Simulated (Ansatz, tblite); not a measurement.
# The cluster Ca7Se6+: one state, many levels

How do method and basis change the picture of the cluster Ca7Se6+ (doublet)?

Method: as each input shows; program: Ansatz 0.2.0, Gaussian basis.

Levels to be run: GFN1-xTB, GFN2-xTB, PBE-D4/def2-TZVP, r2SCAN-D4/def2-TZVP, CAM-B3LYP-D4/def2-TZVP, PBE-D4/def2-SVP, PBE0-D4/def2-SVP, MP2/def2-SVP, RPA/def2-SVP.

2 further runs of the same task are left out: 2 set aside as unsound or not needed. Runs told in other sessions of the task aren't counted.

## (1) The geometry

The doublet was relaxed beforehand with PBE-D4/def2-SVP, loosely relaxed. At that level it is the lowest of the isomers that a small search found.

13 atoms, charge 1, spin multiplicity 2.

Bond lengths: Ca1–Se9 2.773 Å, Ca1–Se11 2.777 Å, Ca2–Se8 2.916 Å, Ca2–Se10 2.674 Å, Ca2–Se13 2.770 Å, Ca3–Se8 2.854 Å, Ca3–Se11 2.871 Å, Ca3–Se12 2.638 Å, Ca4–Se11 2.853 Å, Ca4–Se12 2.634 Å, Ca5–Se8 2.880 Å, Ca5–Se9 2.880 Å, Ca5–Se11 2.869 Å, Ca5–Se13 2.863 Å, Ca6–Se9 2.675 Å, Ca6–Se13 2.649 Å, Ca7–Se8 2.781 Å, Ca7–Se10 2.579 Å. Angles: Se9–Ca1–Se11 98.3°, Se8–Ca2–Se10 94.1°, Se8–Ca2–Se13 95.3°, Se10–Ca2–Se13 139.7°, Se8–Ca3–Se11 95.2°, Se8–Ca3–Se12 127.3°, Se11–Ca3–Se12 96.7°, Se11–Ca4–Se12 97.2°, Se8–Ca5–Se9 164.4°, Se8–Ca5–Se11 94.7°, Se8–Ca5–Se13 94.1°, Se9–Ca5–Se11 93.9°, Se9–Ca5–Se13 93.0°, Se11–Ca5–Se13 119.8°, Se9–Ca6–Se13 102.9°, Se8–Ca7–Se10 99.5°, Ca2–Se8–Ca3 131.6°, Ca2–Se8–Ca5 83.7° and more.

The ion is computed in the gas phase, without counter-ions or solvent.

PBE0-D4/def2-TZVP was run before; its log isn't repeated, and its numbers join the tables.

## (2) GFN1-xTB

Tight binding, by tblite at 300 K electronic temperature and without a spin-polarisation term:

```python
tblite.interface.Calculator('GFN1-xTB', numbers, positions, charge=1, uhf=1).singlepoint()
```

Energy -669.1850 eV; 0.066 s.

## (3) GFN2-xTB

Tight binding, by tblite at 300 K electronic temperature and without a spin-polarisation term:

```python
tblite.interface.Calculator('GFN2-xTB', numbers, positions, charge=1, uhf=1).singlepoint()
```

Energy -612.0171 eV; 0.35 s.

## (4) PBE-D4/def2-TZVP

start.molden holds the orbitals of an earlier run on this state, given as this run's starting guess.

File in.yaml:

```yaml
crystal:
  periodic: [false, false, false]
  atoms:
    - {symbol: Ca, position_ang: [3.647421, 2.179101, -0.032292]}
    - {symbol: Ca, position_ang: [-1.491982, -3.058837, 1.038690]}
    - {symbol: Ca, position_ang: [-1.723766, 2.199682, 1.062426]}
    - {symbol: Ca, position_ang: [0.730931, 4.536687, -0.250722]}
    - {symbol: Ca, position_ang: [0.823439, -0.302824, -0.373698]}
    - {symbol: Ca, position_ang: [3.648424, -2.588150, -0.270453]}
    - {symbol: Ca, position_ang: [-4.051642, -1.900648, -1.255250]}
    - {symbol: Se, position_ang: [-2.036439, -0.409882, -0.050794]}
    - {symbol: Se, position_ang: [3.489688, -0.195343, -1.455899]}
    - {symbol: Se, position_ang: [-3.541332, -4.212872, -0.232860]}
    - {symbol: Se, position_ang: [1.143688, 2.095846, 1.166820]}
    - {symbol: Se, position_ang: [-1.902545, 4.508964, -0.199252]}
    - {symbol: Se, position_ang: [1.264114, -2.851726, 0.853283]}
basis:
  gaussian: {orbitals: def2-TZVP, fitting: {mean_field: def2-universal-jkfit}, initial_orbitals: start.molden}
total_charge: 1
magnetization: {spin_polarized: true, initial_magnetization: 1}
hamiltonian: {xc: pbe, dispersion: d4}
scf: {omitted_lower_state_checks: [starts]}
output: {forces: true, orbitals: {seedname: orbitals}}
```

The run is started by

```bash
$ ansatz run in.yaml --threads 2 --pin off --events-out ev --progress --plain --max-ram 32768MiB --backend cuda --devices 0, --max-vram 18GiB
```

The runs that follow: r2SCAN-D4/def2-TZVP; CAM-B3LYP-D4/def2-TZVP; PBE-D4/def2-SVP; PBE0-D4/def2-SVP; MP2/def2-SVP; RPA/def2-SVP.

Q: Predict the results of all the runs planned. Wanted: gap in def2-TZVP, named functionals, smallest and largest; correlation energy, MP2/def2-SVP; ⟨S²⟩ in def2-TZVP, named functionals, smallest and largest; PBE0 total energy, smallest basis above largest.

**Answer**, as computed:

| quantity | value |
| --- | --- |
| gap in def2-TZVP, named functionals, smallest and largest | 0.70 eV (PBE-D4), 3.37 eV (CAM-B3LYP-D4) |
| correlation energy, MP2/def2-SVP | -61.41 eV |
| ⟨S²⟩ in def2-TZVP, named functionals, smallest and largest | 0.751, 0.751 |
| PBE0 total energy, smallest basis above largest | 63.62 eV (def2-SVP, def2-TZVP) |

**Reading.** Orbital gaps of the named functionals in def2-TZVP span 0.70 eV (PBE-D4) to 3.37 eV (CAM-B3LYP-D4); exact exchange widens it.
